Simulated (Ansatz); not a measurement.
# C2H2FOSi+ (SMILES O[CH+]C#[Si]F): molecular dynamics

Aim: follow the atoms for 40 steps of 1.0 fs at constant energy, with velocities drawn for 300 K.

The runs use Ansatz 0.2.0, Gaussian basis; PBE0-D4/def2-SVP.

### Step 1. Starting geometry

SMILES `O[CH+]C#[Si]F`, 7 atoms, charge 1, spin multiplicity 1.

Atoms are counted from 1 here; the program's logs count them from 0.

Bond lengths: O1–C2 1.299 Å, O1–H6 0.973 Å, C2–C3 1.359 Å, C2–H7 1.091 Å, C3–Si4 1.736 Å, Si4–F5 1.555 Å. Angles: C2–O1–H6 115.2°, O1–C2–C3 126.4°, O1–C2–H7 119.7°, C3–C2–H7 113.9°, C2–C3–Si4 134.9°, C3–Si4–F5 160.4°.

Geometry (Å):

| atom | x (Å) | y (Å) | z (Å) |
| --- | --- | --- | --- |
| O1 | -0.1399 | 0.1270 | 1.5447 |
| C2 | 0.3645 | -0.5976 | 0.5924 |
| C3 | 0.2600 | -0.3621 | -0.7419 |
| Si4 | -0.4947 | 0.8621 | -1.7145 |
| F5 | -0.9601 | 1.6577 | -2.9669 |
| H6 | 0.0342 | -0.1937 | 2.4463 |
| H7 | 0.9361 | -1.4933 | 0.8399 |

### Step 2. Dynamics

Contents of md/in.yaml:

```yaml
crystal:
  periodic: [false, false, false]
  atoms:
    - {symbol: O, position_ang: [-0.139950, 0.126960, 1.544660]}
    - {symbol: C, position_ang: [0.364480, -0.597600, 0.592370]}
    - {symbol: C, position_ang: [0.260000, -0.362100, -0.741870]}
    - {symbol: Si, position_ang: [-0.494680, 0.862090, -1.714520]}
    - {symbol: F, position_ang: [-0.960140, 1.657660, -2.966920]}
    - {symbol: H, position_ang: [0.034160, -0.193660, 2.446350]}
    - {symbol: H, position_ang: [0.936130, -1.493350, 0.839930]}
basis:
  gaussian: {orbitals: def2-SVP}
total_charge: 1
hamiltonian: {xc: pbe0, dispersion: d4}
md: {n_steps: 40, timestep: 1.0, temperature: 300, ensemble: nve, seed: 113, initial_velocities: maxwell_boltzmann}
```

Command:

```bash
$ ansatz run in.yaml --threads 4 --pin off --events-out ev --progress --plain --max-ram 6963MiB
```

What does the calculation give? Wanted: temperature at the start; mean temperature, second half; lowest and highest potential energy, from the first frame; largest change of potential + kinetic.

The runs gave:

| quantity | value |
| --- | --- |
| length | 40 steps, 40.0 fs |
| temperature at the start | 300 K |
| mean temperature, second half | 504 K |
| lowest and highest potential energy, from the first frame | -200 and 81 meV |
| largest change of potential + kinetic | 2.3 meV |

In words: With no thermostat the total energy should stay fixed; it holds within 2.3 meV, small beside the kinetic energy, so the time step serves. The temperature runs between 177 and 610 K. The molecule keeps its bonds.
